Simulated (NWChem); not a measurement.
**A workflow on the pair NaCl···BH3O2**

Aim: a single-point energy (singlet NaBH3ClO2, SVWN5/STO-3G), then the energy (singlet NaCl, SVWN5/STO-3G), then a single-point energy (singlet BH3O2, SVWN5/STO-3G), then a single-point energy (singlet NaCl, SVWN5/STO-3G), then the energy (singlet BH3O2, SVWN5/STO-3G) of BClH3NaO2 and its partners. 

Program for the calculation: NWChem 7.3.0.

### 1 The molecule

NaBH3ClO2 has 8 atoms, charge 0, and is taken as a singlet. The two molecules were placed rigidly side by side, at 0.85 times their contact distance; the pair isn't optimised.

Bond lengths: Na1–Cl2 2.358 Å, O3–B4 1.356 Å, B4–O5 1.356 Å, O3–H6 0.958 Å, B4–H7 1.204 Å, O5–H8 0.958 Å. Angles: O3–B4–O5 116.8°, O3–B4–H7 121.6°, O5–B4–H7 121.6°, B4–O3–H6 112.7°, B4–O5–H8 112.7°.

### 2 A single-point energy at SVWN5/STO-3G (run 1)

Contents of bclh3nao2.nw:

```
start bclh3nao2
title "BClH3NaO2 energy"
memory 2200 mb
geometry noautosym nocenter noautoz
  Na    -1.004350     0.334150    -0.519000
  Cl     1.004350    -0.334150     0.519000
  O     -1.540030     1.648590     3.478580
  B     -0.226740     1.979190     3.553950
  O      0.630080     1.255490     2.791120
  H     -2.091270     2.195350     4.039610
  H      0.159950     2.872040     4.263920
  H      1.540220     1.537620     2.889130
end
basis spherical bse
  * library STO-3G
end
dft
  xc slater vwn_5
  grid fine
  convergence energy 1e-08
  maxiter 100
  mulliken
  noprint "final vectors analysis"
end
task dft energy
```

Started as:

```bash
nwchem bclh3nao2.nw > bclh3nao2.out
```

Output:

```text
[...]
          Wavefunction type:  closed shell.
          No. of atoms     :     8
          No. of electrons :    52
[...]
          Charge           :     0
          Spin multiplicity:     1
[...]
          AO basis - number of functions:    36
[...]
              XC Information
              --------------
                        Slater Exchange Functional  1.000 local
                      VWN V Correlation Functional  1.000 local
[...]
 d= 0,ls=0.0,diis     1   -786.3227999529 -9.88D+02  6.62D-02  9.85D-01     0.5
[...]
 d= 0,ls=0.0,diis    10   -786.4913088726 -5.31D-09  1.97D-06  5.29D-09     2.3
         Total DFT energy =     -786.491308872567
      One electron energy =    -1502.140220420626
           Coulomb energy =      575.357476961861
    Exchange-Corr. energy =      -61.445429849836
 Nuclear repulsion energy =      201.736864436033
[...]
      Total Density - Mulliken Population Analysis
     ---------------------------------------------
    Atom       Charge   Shell Charges
 -----------   ------   -------------------------------------------------------
    1 Na  11    10.29   2.00  1.91  5.31  0.28  0.78
    2 Cl  17    17.71   2.00  2.00  5.99  1.99  5.72
    3 O    8     8.30   2.00  1.80  4.50
    4 B    5     4.85   1.98  0.85  2.01
    5 O    8     8.27   2.00  1.81  4.46
    6 H    1     0.76   0.76
    7 H    1     1.07   1.07
    8 H    1     0.75   0.75
[...]
```

Run time: 2.9 s. Hardware: 1 thread of Intel Xeon Platinum 8488C (Sapphire Rapids), shared host; peak memory 0.11 GiB.

### 3 NaCl: a single-point energy at SVWN5/STO-3G (run 2)

Contents of clna.nw:

```
start clna
title "ClNa"
memory stack 880 mb heap 220 mb global 1100 mb

geometry units bohr noautosym nocenter noautoz
 Na  -1.89794643   0.63145198  -0.98076786
 Cl   1.89794643  -0.63145198   0.98076786
end

basis spherical bse
 * library STO-3G
end

dft
 xc slater vwn_5
 grid fine
 convergence energy 1e-08
 maxiter 100
 mulliken
 print low
end

task dft energy
```

Started as:

```bash
nwchem clna.nw > clna.out
```

Output:

```text
[...]
 d= 0,ls=0.0,diis     1   -613.0926005032 -6.55D+02  6.68D-02  1.47D-01     0.1
[...]
 d= 0,ls=0.0,diis     6   -613.1256678202 -9.63D-09  2.21D-06  2.79D-10     0.3
         Total DFT energy =     -613.125667820178
      One electron energy =     -942.454673037125
           Coulomb energy =      327.653394889431
    Exchange-Corr. energy =      -40.295124022076
 Nuclear repulsion energy =       41.970734349592
[...]
      Total Density - Mulliken Population Analysis
     ---------------------------------------------
    Atom       Charge   Shell Charges
 -----------   ------   -------------------------------------------------------
    1 Na  11    10.29   2.00  1.91  5.31  0.29  0.78
    2 Cl  17    17.71   2.00  2.00  5.99  1.99  5.72
[...]
```

It took 0.89 s on 1 thread of Intel Xeon Platinum 8488C (Sapphire Rapids), shared host; peak memory 0.1 GiB.

### 4 BH3O2: a single-point energy at SVWN5/STO-3G (run 3)

Contents of struct.nw:

```
start struct
memory stack 880 mb heap 220 mb global 1100 mb
geometry noautosym nocenter noautoz
   O     -1.540030     1.648590     3.478580
   B     -0.226740     1.979190     3.553950
   O      0.630080     1.255490     2.791120
   H     -2.091270     2.195350     4.039610
   H      0.159950     2.872040     4.263920
   H      1.540220     1.537620     2.889130
end
basis spherical bse
   * library STO-3G
end
dft
   xc slater vwn_5
   grid fine
   convergence energy 1e-08
   maxiter 100
   mulliken
   print low
end
task dft energy
```

Started as:

```bash
nwchem struct.nw > struct.out
```

Output:

```text
[...]
 d= 0,ls=0.0,diis     1   -173.2382849350 -2.40D+02  1.07D-01  8.11D-01     0.2
[...]
 d= 0,ls=0.0,diis     9   -173.3680853924 -1.10D-10  3.59D-08  4.05D-13     0.7
         Total DFT energy =     -173.368085392409
      One electron energy =     -372.871912350149
           Coulomb energy =      153.948077573969
    Exchange-Corr. energy =      -21.149565837816
 Nuclear repulsion energy =       66.705315221586
[...]
      Total Density - Mulliken Population Analysis
     ---------------------------------------------
    Atom       Charge   Shell Charges
 -----------   ------   -------------------------------------------------------
    1 O    8     8.29   2.00  1.81  4.49
    2 B    5     4.84   1.98  0.85  2.00
    3 O    8     8.29   2.00  1.81  4.49
    4 H    1     0.75   0.75
    5 H    1     1.07   1.07
    6 H    1     0.75   0.75
[...]
```

It took 1.3 s on 1 thread of Intel Xeon Platinum 8488C (Sapphire Rapids), shared host; peak memory 0.11 GiB.

### 5 NaCl among ghost functions: a single-point energy at SVWN5/STO-3G (with ghost functions) (run 4)

Contents of calc.nw:

```
start calc
title "ClNa"
memory stack 880 mb heap 220 mb global 1100 mb

geometry units au noautosym nocenter noautoz
  Na -1.89794643  0.63145198 -0.98076786
  Cl  1.89794643 -0.63145198  0.98076786
  bqO     -2.910235     3.115384     6.573564
  bqB     -0.428477     3.740127     6.715992
  bqO      1.190679     2.372532     5.274452
  bqH     -3.951928     4.148610     7.633757
  bqH      0.302262     5.427369     8.057641
  bqH      2.910594     2.905681     5.459664
end

basis spherical bse
  Na library STO-3G
  Cl library STO-3G
  bqO library O STO-3G
  bqB library B STO-3G
  bqH library H STO-3G
end

dft
  xc slater vwn_5
  grid fine
  convergence energy 1e-08
  iterations 100
  mulliken
  print low
end

task dft
```

Started as:

```bash
nwchem calc.nw > calc.out
```

Output:

```text
[...]
 d= 0,ls=0.0,diis     1   -613.0938749088 -6.55D+02  3.33D-02  1.48D-01     0.4
[...]
 d= 0,ls=0.0,diis     6   -613.1271322300 -9.60D-09  1.07D-06  2.46D-10     1.3
         Total DFT energy =     -613.127132229965
      One electron energy =     -942.415239240181
           Coulomb energy =      327.609483860365
    Exchange-Corr. energy =      -40.292111199741
 Nuclear repulsion energy =       41.970734349592
[...]
      Total Density - Mulliken Population Analysis
     ---------------------------------------------
    Atom       Charge   Shell Charges
 -----------   ------   -------------------------------------------------------
    1 Na  11    10.29   2.00  1.91  5.31  0.28  0.78
    2 Cl  17    17.71   2.00  2.00  5.99  1.99  5.72
    3 X    0    -0.00   0.00  0.00 -0.00
    4 X    0     0.00   0.00  0.00  0.00
    5 X    0     0.00   0.00  0.00  0.00
    6 X    0     0.00   0.00
    7 X    0     0.00   0.00
    8 X    0     0.00   0.00
[...]
```

Wall time 1.9 s (1 thread of Intel Xeon Platinum 8488C (Sapphire Rapids), shared host); peak memory 0.11 GiB.

### 6 BH3O2 among ghost functions: a single-point energy at SVWN5/STO-3G (with ghost functions) (run 5)

Contents of bh3o2.nw:

```
start bh3o2
title "BH3O2 SVWN5"
memory 2200 mb
charge 0

geometry noautosym nocenter noautoz
O     -1.540030     1.648590     3.478580
B     -0.226740     1.979190     3.553950
O      0.630080     1.255490     2.791120
H     -2.091270     2.195350     4.039610
H      0.159950     2.872040     4.263920
H      1.540220     1.537620     2.889130
bqNa    -1.004350     0.334150    -0.519000
bqCl     1.004350    -0.334150     0.519000
end

basis spherical bse
O library STO-3G
B library STO-3G
H library STO-3G
bqNa library Na STO-3G
bqCl library Cl STO-3G
end

dft
xc slater vwn_5
grid fine
convergence energy 1e-08
maxiter 100
mulliken
print low
end

task dft energy
```

Started as:

```bash
nwchem bh3o2.nw > bh3o2.out
```

Output:

```text
[...]
 d= 0,ls=0.0,diis     1   -173.2402863754 -2.40D+02  5.34D-02  8.10D-01     0.4
[...]
 d= 0,ls=0.0,diis     8   -173.3698384639  1.37D-09  5.69D-06  4.38D-08     1.7
         Total DFT energy =     -173.369838463893
      One electron energy =     -372.848205517768
           Coulomb energy =      153.919390690829
    Exchange-Corr. energy =      -21.146338858539
 Nuclear repulsion energy =       66.705315221586
[...]
      Total Density - Mulliken Population Analysis
     ---------------------------------------------
    Atom       Charge   Shell Charges
 -----------   ------   -------------------------------------------------------
    1 O    8     8.29   2.00  1.81  4.49
    2 B    5     4.84   1.98  0.85  2.00
    3 O    8     8.29   2.00  1.80  4.49
    4 H    1     0.75   0.75
    5 H    1     1.07   1.07
    6 H    1     0.75   0.75
    7 X    0     0.00   0.00  0.00 -0.00  0.00  0.00
    8 X    0     0.00   0.00  0.00 -0.00  0.00  0.00
[...]
```

It took 2.3 s on 1 thread of Intel Xeon Platinum 8488C (Sapphire Rapids), shared host; peak memory 0.11 GiB.

### 7 Summary of results

| quantity | value |
| --- | --- |
| run 1, SVWN5/STO-3G: total energy | -786.49131 Eh |
| run 1, SVWN5/STO-3G: dipole moment | 8.33 D |
| NaCl: total energy | -613.12567 Eh |
| BH3O2: total energy | -173.36809 Eh |
| NaCl among ghost functions: total energy | -613.12713 Eh |
| BH3O2 among ghost functions: total energy | -173.36984 Eh |
| interaction energy of the rigid parts NaCl and BH3O2 (parts in their own basis; closest atoms 2.80 Å apart) | 0.067 eV |
| interaction energy of the rigid parts NaCl and BH3O2 (parts in the whole basis, counterpoise; closest atoms 2.80 Å apart) | 0.154 eV |

What this shows: The interaction energy of the rigid parts NaCl and BH3O2 (parts in their own basis; closest atoms 2.80 Å apart) is 0.07 eV (1.5 kcal/mol): the parts repel at this shape. Without counterpoise this holds the superposition error of the basis. The interaction energy of the rigid parts NaCl and BH3O2 (parts in the whole basis, counterpoise; closest atoms 2.80 Å apart) is 0.15 eV (3.6 kcal/mol): the parts repel at this shape. The basis-set superposition error is 8.4 kJ/mol. Mulliken charges (run 1, SVWN5/STO-3G) run from -0.71 on Cl2 to +0.71 on Na1.
